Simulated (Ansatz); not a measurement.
# GeNH4+ (singlet): from Hartree-Fock to the top rungs, cc-pVDZ

An exercise on one series of results from a longer session: the logs are not shown, and one member is left open.

Computed with Ansatz 0.2.0, Gaussian basis. Level: cc-pVDZ, core rule «outside noble gas», up to 15 orbitals frozen.

The runs, in order: UHF; CCSD(T) on RHF; CCSD(T) on UHF; BCCD(T) on RHF; CISD; CCSDT(Q) on RHF; CCSDT(Q) on UHF.

21 further runs of the same task are left out: 1 for a known fault of the program, 6 that didn't finish, 14 set aside as unsound or not needed. Runs told in other sessions of the task aren't counted.

### The system

The geometry is a PBE0/def2-TZVP stationary point (not a proven minimum) of the parent state, kept for this charge and spin. No spin-orbit coupling is included. The filled d shell of Ge may be among the frozen orbitals whatever the setting's name suggests.

6 atoms, charge 1, spin multiplicity 1.

Atoms are counted from 1 here; the program's logs count them from 0.

Bond lengths: Ge1–N2 1.842 Å, Ge1–H3 1.551 Å, Ge1–H4 1.551 Å, N2–H5 1.010 Å, N2–H6 1.010 Å. Angles: N2–Ge1–H3 105.6°, N2–Ge1–H4 105.6°, H3–Ge1–H4 110.5°, Ge1–N2–H5 115.9°, Ge1–N2–H6 115.9°, H5–N2–H6 109.4°.

The first run:

in.yaml reads:

```yaml
crystal:
  periodic: [false, false, false]
  atoms:
    - {symbol: Ge, position_ang: [0.041422, 0.000000, 0.323463]}
    - {symbol: N, position_ang: [-0.143010, 0.000000, -1.509253]}
    - {symbol: H, position_ang: [-0.692154, 1.274008, 0.817677]}
    - {symbol: H, position_ang: [-0.692154, -1.274008, 0.817677]}
    - {symbol: H, position_ang: [0.193213, 0.824355, -1.986759]}
    - {symbol: H, position_ang: [0.193213, -0.824355, -1.986759]}
basis:
  gaussian: {orbitals: cc-pVDZ}
total_charge: 1
magnetization: {spin_polarized: true, initial_magnetization: 0}
hamiltonian: {xc: hf}
output: {orbitals: {seedname: orbitals}}
```

Started as:

```console
> ansatz run in.yaml --threads 1 --pin off --events-out ev --progress --plain --max-ram 2393MiB
```

Among the steps run: UHF; CCSD(T) on RHF; CCSD(T) on UHF; BCCD(T) on RHF; CISD; CCSDT(Q) on RHF; CCSDT(Q) on UHF.

One table of the session follows, with a row left open; its other results are not shown here.

```
   method  from RCCSDT(Q) (meV)
      RHF               +8409.3
      UHF               +8262.8
     RMP2               +1120.0
     UMP2               +1763.8
    RCCSD                +343.3
    UCCSD                     ?
 RCCSD(T)                 +55.0
 UCCSD(T)                +114.1
  BCCD(T)                 +61.1
   RCCSDT                 +30.8
   UCCSDT                 +37.1
RCCSDT(Q)                     0
UCCSDT(Q)                  +0.1
```

**Question.** Estimate the row for UCCSD.

As computed: from RCCSDT(Q) (meV): +376.3. In the column «from RCCSDT(Q) (meV)» it lies between RCCSD (+343.3) and RMP2 (+1120.0).

Not comparable, so not listed: CISD (they don't share determinant, frozen orbitals or solution with the rows shown, or repeat one).

Caveats from the session: The determinant of HF (⟨S²⟩ 0.53) is far from a pure spin state, so its energy mixes those of several spin states; that is harmless only where they are near-degenerate. The determinant of CCSD(T) (⟨S²⟩ 0.53) is far from a pure spin state, so its energy mixes those of several spin states; high orders of coupled cluster remove much of that, low ones don't. The determinant of CCSDT(Q) (⟨S²⟩ 0.53) is far from a pure spin state, so its energy mixes those of several spin states; high orders of coupled cluster remove much of that, low ones don't. Restricted and unrestricted rows rest on different reference determinants; a gap between their highest levels can come from leftover correlation error, from unlike frozen cores or from another state.
